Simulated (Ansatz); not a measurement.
A run of Ansatz 0.2.0 is set up as follows.

input.yaml

```yaml
crystal:
  lattice:
    - [4.1981056157, 0.0, 0.0]
    - [-2.0990528078, 3.6356661109, 0.0]
    - [0.0, 0.0, 3.306847]
  atoms:
    - { symbol: Sn, position: [0.3333333333, 0.6666666667, 0.5] }
    - { symbol: Al, position: [0.0, 0.0, 0.0] }
hamiltonian:
  xc: pbe
  pseudopotentials: { kind: paw }
kpoints:
  mp_grid: { grid: [7, 7, 8] }
scf:
  occupations: { method: fermi_dirac, width: 0.05 }
output:
  forces: true
  stress: true
  eigenvalues: true
relax:
  f_tol: 0.01
  max_steps: 40
  cell: { stress_tol: 0.05 }
```

Potentials or basis: Ansatz PAW.

Command:

```bash
$ ansatz run input.yaml --threads 2 --pin off --max-ram 5632MiB --backend cpu --events-out ev --progress --plain --runs-dir out
```

(1) What does it give for the space group after relaxing (to 0.05 Å)?

(2) Estimate the relaxed volume.

## Answers

(1) P-6m2 (No. 187).

(2) 25.35 Å³/atom.
